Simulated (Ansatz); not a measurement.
Run this with Ansatz's Python interface and show what comes out.

`h2s2si_dimer.py`
```python
# -*- coding: utf-8 -*-
"""Interaction energy of two H2S2Si molecules, with the counterpoise correction."""

from dataclasses import dataclass

import ansatz as az


@dataclass(frozen=True)
class Options:
    basis_set: str = "cc-pVDZ"
    functional: str = "HF"


cfg = Options()

FIRST = [
    ("Si", (-0.2749, 0.2361, -0.2199)),
    ("S", (1.6638, -0.3041, 0.2608)),
    ("S", (0.0693, -1.2894, 1.1307)),
    ("H", (-0.702, -0.1811, -1.5682)),
    ("H", (-0.7563, 1.5383, 0.3966)),
]
SECOND = [
    ("Si", (3.3528, -2.2039, -4.5611)),
    ("S", (1.2856, -2.2197, -4.4716)),
    ("S", (2.3662, -0.9856, -3.2149)),
    ("H", (3.901, -1.534, -5.7548)),
    ("H", (4.037, -3.4126, -3.9459)),
]

def energy(atoms, ghosts=()):
    molecule = az.Crystal.molecule()
    for symbol, xyz in atoms:
        molecule = molecule.atom(symbol, xyz)
    calc = (
        molecule.calculation()
        .basis(gaussian=cfg.basis_set)
        .functional(cfg.functional)
    )
    deck = calc.input()
    if ghosts:
        deck = deck.set(az.key.basis.gaussian.ghost_atoms, [{"symbol": s, "position_ang": list(xyz)} for s, xyz in ghosts])
    return az.Session.from_dict(deck).plan().execute().report["free_energy_ev"]

# monomers in their own basis and in the basis of the dimer
both = energy(FIRST + SECOND)
alone = energy(FIRST) + energy(SECOND)
ghosted = energy(FIRST, SECOND) + energy(SECOND, FIRST)
print(f"dimer {both:.6f} eV")
print(f"interaction, uncorrected   {(both - alone):8.3f} eV")
print(f"interaction, counterpoise  {(both - ghosted):8.3f} eV")
print(f"basis-set superposition    {(alone - ghosted):8.3f} eV")
```

```console
$ python h2s2si_dimer.py
dimer -59057.831477 eV
interaction, uncorrected      0.086 eV
interaction, counterpoise     0.108 eV
basis-set superposition       0.022 eV
```

Uncorrected it is 0.086 eV, with the counterpoise correction 0.108 eV; the difference, 0.022 eV, is the superposition error. In this basis both values are repulsive.

Notes:
- These settings explore the input space; basis and method may be short of convergence.
- The dimer is a generated trial pose of unrelaxed monomers, not a minimum, so the figure is no binding energy, and the basis set is small.
- Hartree-Fock leaves correlation out, so bond, atomisation and ionisation energies come out well too low.
- This level lacks the dispersion part of the attraction (electrostatics and induction are there), which can decide the sign where the interaction is weak.
- Hardware and time: 8.8 s on 1 thread of Arm Neoverse V2, with other jobs on the host, peak memory 0.39 GiB.
